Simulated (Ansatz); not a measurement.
Working through a single point from an input typed as a dict of LaSiI, space group P-3m1

With Ansatz's Python interface.

Run as a notebook:

**Cell 1**
```python
from collections import Counter
import json
import warnings

import ansatz as az
import numpy as np
```

**Cell 2**
```python
warnings.simplefilter("ignore", az.DeckWarning)
```

**Cell 3**
```python
deck = {
    "crystal": {
        "lattice": [[4.241209, 0.0, 0.0], [-2.120604, 3.672994, 0.0], [0.0, 0.0, 12.108893]],
        "atoms": [
            {"symbol": "La", "position": [0.0, 0.0, 0.169653]},
            {"symbol": "La", "position": [0.0, 0.0, 0.830347]},
            {"symbol": "Si", "position": [0.333333, 0.666667, 0.005535]},
            {"symbol": "Si", "position": [0.666667, 0.333333, 0.994465]},
            {"symbol": "I", "position": [0.333333, 0.666667, 0.649668]},
            {"symbol": "I", "position": [0.666667, 0.333333, 0.350332]},
        ],
    },
    "kpoints": {"mp_grid": {"grid": [6, 6, 2]}},
    "hamiltonian": {"xc": "pbesol"},
    "scf": {"occupations": {"method": "cold", "width": 0.15}},
    "output": {"forces": True, "stress": True, "eigenvalues": True},
}
```

**Cell 4**
```python
out = az.Session.from_dict(deck).plan(threads=1).execute()
summary = out.report

type(out).__name__, type(summary).__name__
```
Output:
```text
('RunOutcome', 'dict')
```

**Cell 5**
```python
{key: value for key, value in summary.items() if isinstance(value, (int, float)) and "ev" in key}
```
Output:
```text
{'n_hpsi_unsolved_levels': 824,
 'gap_by_band_count_ev': -1.0473651478442783,
 'fermi_energy_ev': 8.446294219793673,
 'harris_foulkes_ev': -28437.056575177827,
 'scf_correction_max_component_ev_ang': 0.00026071927999044074,
 'free_energy_ev': -28437.056575178896,
 'internal_energy_ev': -28437.049329391284,
 'lagrangian_ev': -28437.056575178896,
 'energy_sigma0_ev': -28437.05415991636,
 'lagrangian_sigma0_ev': -28437.05415991636,
 'lagrangian_above_aufbau_ev': -0.003161703488746167,
 'entropy_ts_ev': 0.007245787613271849,
 'loop_fermi_energy_ev': 8.446294219793673,
 'occupations_fermi_energy_ev': 8.446294219793673}
```

**Cell 6**
```python
print(f"free energy      {summary['free_energy_ev']:.5f} eV")
print(f"per atom         {summary['free_energy_ev'] / len(out.lattice.sites):.5f} eV")
print(f"SCF iterations   {summary['n_iterations']}  (converged: {summary['converged']})")

# pressure is a third of the trace
print("pressure by term (GPa)")
for term, tensor in summary["stress_terms_gpa"].items():
    if np.any(tensor):
        print(f"  {term:28s} {np.trace(np.array(tensor)) / 3:12.3f}")
print(f"  {'total':28s} {np.trace(np.array(summary['stress_gpa'])) / 3:12.3f}")
```
Output:
```text
free energy      -28437.05658 eV
per atom         -4739.50943 eV
SCF iterations   8  (converged: True)
pressure by term (GPa)
  kinetic                           477.238
  hartree                           685.434
  ewald                           -1426.010
  local_pseudopotential             545.976
  nonlocal_pseudopotential           36.609
  augmentation                     -168.413
  nlcc                             -147.656
  xc                                 -5.400
  augmentation_tail                  -0.002
  scf_correction                     -0.000
  pulay_correction                    0.016
  total                              -2.208
```

**Cell 7**
```python
# forces, one row an atom
print("forces (eV/A)")
for site, force in zip(out.lattice.sites, summary["forces_ev_ang"]):
    print(f"  {site.symbol:2s} {force[0]:9.4f} {force[1]:9.4f} {force[2]:9.4f}")

told = Counter((n["data"]["severity"], n["data"]["kind"]) for n in out.notices if n["event"] == "notice")
for (severity, kind), count in sorted(told.items()):
    print(f"{severity:8s} {kind} x{count}")

keep = ["free_energy_ev", "energy_sigma0_ev", "fermi_energy_ev", "n_iterations", "converged", "magnetization_mub", "n_kpoints"]
with open("lasii.json", "w") as handle:
    json.dump({key: summary[key] for key in keep}, handle, indent=1)
```
Output:
```text
forces (eV/A)
  La    0.0000   -0.0000    0.0500
  La   -0.0000    0.0000   -0.0500
  Si    0.0000   -0.0000    0.0293
  Si   -0.0000    0.0000   -0.0293
  I    -0.0000    0.0000    0.2699
  I     0.0000   -0.0000   -0.2699
audit    band_cg_iterations x1
audit    preconditioner_resolved x1
```

It writes `lasii.json`:
```json
{
 "free_energy_ev": -28437.056575178896,
 "energy_sigma0_ev": -28437.05415991636,
 "fermi_energy_ev": 8.446294219793673,
 "n_iterations": 8,
 "converged": true,
 "magnetization_mub": 0.0,
 "n_kpoints": 14
}
```

Notes:
- Absolute energies stand on the zero of these potentials, so only differences at equal settings mean something.
- For a metal this k-point mesh is coarse: on a finer one energies can move by several to tens of meV an atom and pressures by half a GPa or more, differences at one mesh by less.
- Only differences from the Fermi energy are physical; the zero of the scale is a convention.
- A gap by band count of zero or less means overlapping bands, a metal.
- Pressure is positive in compression.
- This cell is a computed structure, which may not be the phase found in nature.
- Levels are Kohn-Sham eigenvalues on this mesh, without spin-orbit coupling.
- Timing: 7.6 s on 1 thread of Arm Neoverse V1, with other jobs on the host, peak memory 0.54 GiB.

(Lines on the test bed's own set-up are left out of the output.)
